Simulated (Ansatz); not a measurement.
# Pt (reference phase): the cost of one run

Computed with Ansatz 0.2.0 (DFT PBE, with the methods named in each step, unless a step's input says otherwise).

## 1. The starting structure

The structure is cubic, space group Fm-3m (No. 225). Conventional cell: a = 3.923 Å, b = 3.923 Å, c = 3.923 Å, α = 90.00°, β = 90.00°, γ = 90.00°. Pt (site symmetry m-3m) has 12 Pt at 2.77 Å as nearest neighbours.

As a file:

```
Pt
1.0
     0.00000    1.96155    1.96155
     1.96155    0.00000    1.96155
     1.96155    1.96155    0.00000
Pt
1
Cartesian
  0.0000 0.0000 0.0000
```

## 2. Relaxed, PAW

File input.yaml:

```yaml
crystal:
  lattice:
    - [0.0, 1.96155, 1.96155]
    - [1.96155, 0.0, 1.96155]
    - [1.96155, 1.96155, 0.0]
  atoms:
    - { symbol: Pt, position: [0.0, 0.0, 0.0] }
kpoints:
  mp_grid: { grid: [22, 22, 22] }
scf:
  occupations: { method: fermi_dirac, width: 0.05 }
hamiltonian:
  xc: pbe
  pseudopotentials: { kind: paw }
output:
  forces: true
  stress: true
relax:
  f_tol: 0.003
  max_steps: 80
  cell: {}
```

Started as:

```console
$ ansatz run input.yaml --threads 1 --pin off --max-ram 3072MiB --backend cpu --events-out ev --progress --plain --runs-dir out
```

Q: Estimate wall time and peak memory on 1 thread of Arm Neoverse V2, shared host.

About 13 s, with a peak of 0.34 GiB.
